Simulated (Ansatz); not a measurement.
# GaH₈NSi₂: one species, many methods

Aim: compute GaH₈NSi₂ with functionals from several rungs and with coupled cluster, and see how far each lands from CCSD(T) at the basis-set limit for the atomisation energy.

Method: functionals in def2-TZVPP, the program's frozen cores in correlated methods; program: Ansatz 0.2.0, Gaussian basis.

Plan: PBE-D4, r2SCAN-D4, PBE0-D4, B3LYP-D4, ωB97X-V, ωB97M-V, B2PLYP; CCSD(T)/def2-TZVPP; MP2/def2-QZVPP; extrapolation to the limit.

**1. Structure used throughout**

All runs share one geometry, relaxed beforehand with PBE0-D4 in a triple-zeta def2 set.

SMILES `[SiH3][NH][GaH][SiH3]`, 12 atoms, charge 0, spin multiplicity 1.

Atoms are counted from 1 here; the program's logs count them from 0.

Bond lengths: Si1–N2 1.724 Å, Si1–H5 1.491 Å, Si1–H6 1.491 Å, Si1–H7 1.485 Å, N2–Ga3 1.838 Å, N2–H8 1.011 Å, Ga3–Si4 2.405 Å, Ga3–H9 1.566 Å, Si4–H10 1.490 Å, Si4–H11 1.490 Å, Si4–H12 1.490 Å. Angles: N2–Si1–H5 112.3°, N2–Si1–H6 112.2°, N2–Si1–H7 107.4°, H5–Si1–H6 106.9°, H5–Si1–H7 109.0°, H6–Si1–H7 109.0°, Si1–N2–Ga3 128.5°, Si1–N2–H8 116.3°, Ga3–N2–H8 115.3°, N2–Ga3–Si4 116.8°, N2–Ga3–H9 115.0°, Si4–Ga3–H9 128.2°, Ga3–Si4–H10 111.5°, Ga3–Si4–H11 110.8°, Ga3–Si4–H12 110.8°, H10–Si4–H11 108.0°, H10–Si4–H12 108.0°, H11–Si4–H12 107.6°.

**2. PBE-D4 (GGA)**

in.yaml

```yaml
crystal:
  periodic: [false, false, false]
  atoms:
    - {symbol: Si, position_ang: [-1.779902, 1.695297, 0.659307]}
    - {symbol: N, position_ang: [-0.373686, 0.866096, 0.103927]}
    - {symbol: Ga, position_ang: [-0.039532, -0.941731, 0.099273]}
    - {symbol: Si, position_ang: [2.081413, -1.649894, -0.786802]}
    - {symbol: H, position_ang: [-1.473251, 2.650906, 1.761724]}
    - {symbol: H, position_ang: [-2.436354, 2.480542, -0.424661]}
    - {symbol: H, position_ang: [-2.731358, 0.670001, 1.158473]}
    - {symbol: H, position_ang: [0.367177, 1.443088, -0.270132]}
    - {symbol: H, position_ang: [-1.191134, -1.828646, 0.680790]}
    - {symbol: H, position_ang: [2.899176, -0.489625, -1.238707]}
    - {symbol: H, position_ang: [2.863437, -2.391435, 0.241571]}
    - {symbol: H, position_ang: [1.890813, -2.559702, -1.950861]}
basis:
  gaussian: {orbitals: def2-TZVPP}
hamiltonian: {xc: pbe, dispersion: d4}
output: {forces: true, orbitals: {seedname: orbitals}}
```

Command:

```sh
ansatz run in.yaml --threads 4 --pin off --events-out ev --progress --plain --max-ram 10444MiB
```

After this run come: r2SCAN-D4 (meta-GGA); PBE0-D4 (hybrid); B3LYP-D4 (hybrid); ωB97X-V (range-separated); ωB97M-V (range-separated); B2PLYP (double hybrid); CCSD(T) in def2-TZVPP; MP2 in def2-QZVPP.

Before running them: what should the planned runs give, taken together? Wanted: atomisation energy, CCSD(T)/CBS; farthest; mean size of error, hybrid; mean size of error, range-separated; gap, smallest and largest; T1 diagnostic; triples share of the correlation energy.

The runs gave:

| quantity | value |
| --- | --- |
| atomisation energy, CCSD(T)/CBS | 3507.9 kJ/mol |
| functionals within 35.1 kJ/mol (1.0 %) | r2SCAN-D4, B3LYP-D4, ωB97X-V, ωB97M-V |
| farthest | PBE0-D4 (-68.2 kJ/mol) |
| mean size of error, hybrid | 44.6 kJ/mol |
| mean size of error, range-separated | 18.3 kJ/mol |
| gap, smallest and largest | 4.15 eV (PBE-D4), 10.42 eV (ωB97X-V) |
| T1 diagnostic | 0.0139 |
| triples share of the correlation energy | 3.7 % |

In words: PBE-D4 misses by -51.3 kJ/mol. Double hybrids carry the basis error of their MP2 part in triple zeta, and no dispersion term here, so their miss is partly the set-up's. The reference freezes the cores and leaves out relativity and excitations past (T), and its outer-core shells are covered unevenly, so misses under about 35.1 kJ/mol can't be ranked. Hartree-Fock recovers 73 % of the binding; the rest is correlation. Orbital gaps span 4.1 to 10.4 eV; exact exchange widens them. Correlated methods include outer-core shells of Ga, which these sets cover unevenly.
